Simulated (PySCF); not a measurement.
# F3OW (W(O)(F)3): the cost of one run

Method: BP86, W def2-SVP with ECP60, O def2-SVP, F def2-SVP; scalar-relativistic core potentials, no spin–orbit coupling; program: PySCF 2.14.0.

4 further runs of the same task are left out: 2 for a known fault of the program, 2 that didn't finish.

## (1) Starting geometry

5 atoms, charge 0, spin multiplicity 2.

Bond lengths: W1–O2 1.713 Å, W1–F3 1.864 Å, W1–F4 1.894 Å, W1–F5 1.865 Å. Angles: O2–W1–F3 101.9°, O2–W1–F4 131.4°, O2–W1–F5 101.7°, F3–W1–F4 95.8°, F3–W1–F5 136.1°, F4–W1–F5 95.7°.

As a file:

```xyz
5
charge 0, multiplicity 2
W    -0.04820    0.09030   -0.04424
O     0.68971    1.17315    1.05927
F    -0.79398   -1.17608    1.10268
F     0.69426   -1.16145   -1.25701
F    -0.68427    1.25805   -1.35138
```

Formal oxidation states: W +5. An earlier session relaxed this geometry at BP86, W def2-SVP with ECP60, O def2-SVP, F def2-SVP (doublet, point group Cs).

Its energy there is -441.857579 Eh.

## (2) Atoms moved at random, σ = 0.1 Å

Contents of run.py (the lines that set the calculation):

```python
mol = gto.M(atom='''
W     -0.07126     0.18623     0.03228
O      0.45484     1.06683     1.01375
F     -0.64564    -1.13155     1.17871
F      0.77417    -1.14176    -1.33435
F     -0.65459     1.20421    -1.38108''',
    basis={'W': 'def2-SVP', 'O': 'def2-SVP', 'F': 'def2-SVP'},
    ecp={'W': 'def2-SVP'},
    charge=0, spin=1)
mf = dft.UKS(mol, xc='B88,P86')
mf.grids.atom_grid = (50, 194)
mf = mf.density_fit()  # fitting sets: W def2-universal-JKFIT, O def2-universal-JKFIT, F def2-universal-JKFIT
mf.conv_tol = 1e-08; mf.max_cycle = 55
mf.kernel(dm0)  # dm0: the density of the relaxed state
```

The run is started by

```console
$ OMP_NUM_THREADS=2 python run.py
```

**Question.** How long does this run take on 2 threads of Arm Neoverse V2, shared host?

About 3.2 s.
